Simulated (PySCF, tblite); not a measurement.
# C4H10O2Si: geometry, infrared bands and NMR shifts

What infrared bands and NMR shifts should C4H10O2Si (`O=CCCC[SiH2]O`) show?

The runs use tblite 0.8.0 and PySCF 2.14.0, with density-fitted response routines of our own; the level of theory stands in each step. All values are computed, except where a source is named. Atoms are numbered from 0 throughout.

### 1 The molecule as given

17 atoms, charge 0, multiplicity 1; geometry from: force field or distance geometry start.

Bonds of the start (Å): O0–C1 1.23, C1–C2 1.53, C2–C3 1.51, C3–C4 1.55, C4–Si5 1.87, Si5–O6 1.67, C1–H7 1.09, C2–H8 1.10, C2–H9 1.09, C3–H10 1.09, C3–H11 1.11, C4–H12 1.10, C4–H13 1.09, Si5–H14 1.49, Si5–H15 1.48, O6–H16 0.97.

### 2 Optimising the geometry with GFN2-xTB

What the job is given:

```
{"job": {"kind": "relax", "xc": "GFN2-xTB", "basis": "xTB"}, "charge": 0, "multiplicity": 1}
O     -0.937000     1.901900    -1.721200
C     -1.542500     0.896500    -2.088900
C     -1.108100    -0.522900    -1.733200
C      0.133800    -0.583300    -0.872900
C     -0.148800    -0.214800     0.604200
Si     1.353800    -0.152300     1.707600
O      2.516800     0.899300     1.143300
H     -2.437900     0.972100    -2.700100
H     -1.956700    -1.023400    -1.250600
H     -0.929500    -1.028900    -2.683600
H      0.912900     0.054200    -1.285300
H      0.521000    -1.619500    -0.897500
H     -0.868000    -0.926300     1.031000
H     -0.623400     0.769900     0.638500
H      0.949300     0.304600     3.063800
H      1.950200    -1.503300     1.827200
H      2.206900     1.788400     0.913600
```

On the command line:

```sh
> OMP_NUM_THREADS=1 python probes_run.py task.json out
```

One launch serves the whole session: the jobs run in the order shown.

**Question.** This job is followed by: GFN2-xTB harmonic vibrations, gas phase; GIAO PBE0/pcSseg-1 NMR shielding, non-relativistic, gas phase. Predict these results of the whole session: strongest single infrared mode (GFN2-xTB); zero-point energy (GFN2-xTB); 13C shifts against TMS (PBE0/pcSseg-1); 1H shifts against TMS (PBE0/pcSseg-1, means over atoms taken as alike); 17O shifts against H2O (PBE0/pcSseg-1); 29Si shifts against TMS (PBE0/pcSseg-1); surface potential, 1st and 99th percentile.

**Answer**, as computed:

| quantity | value |
| --- | --- |
| strongest single infrared mode (GFN2-xTB) | 823 cm⁻¹, 387 km/mol |
| zero-point energy (GFN2-xTB) | 82.3 kcal/mol |
| 13C shifts against TMS (PBE0/pcSseg-1) | 207.7, 52.0, 19.5, 17.9 ppm |
| 1H shifts against TMS (PBE0/pcSseg-1, means over atoms taken as alike) | 10.18, 5.00, 2.58, 1.73, 0.91, 0.51 ppm |
| 17O shifts against H2O (PBE0/pcSseg-1) | 685.1, 9.9 ppm |
| 29Si shifts against TMS (PBE0/pcSseg-1) | -17.4 ppm |
| surface potential, 1st and 99th percentile | -1.50 V and 1.73 V |

Over 92 steps the energy fell by 0.178 eV; of the close pairs, Si5–O6 changed most, 1.666 to 1.624 Å. No mode is imaginary among the 45: a minimum at this level. The strongest single mode, at 823 cm⁻¹, moves mainly H16. Unscaled tight-binding wavenumbers are off by several per cent, some by more. Its intensities can rank the bands wrongly. C1 (aldehyde carbonyl carbon) lies farthest downfield among carbon, at 207.7 ppm; the double bond to the heteroatom, with no lone-pair donor beside it, deshields it most. H7 (hydrogen on an aldehyde carbonyl carbon) lies farthest downfield among hydrogen, at 10.18 ppm; deshielded by the polar, anisotropic C=O bond. At PBE0/pcSseg-1: The largest span, 1376 ppm, is at O0, where the paramagnetic term is -755 ppm. By nearest atom (PBE0/pcSseg-1), the HOMO sits on O0 56 %; H7 15 % and the LUMO on C1 45 %; O0 32 %.
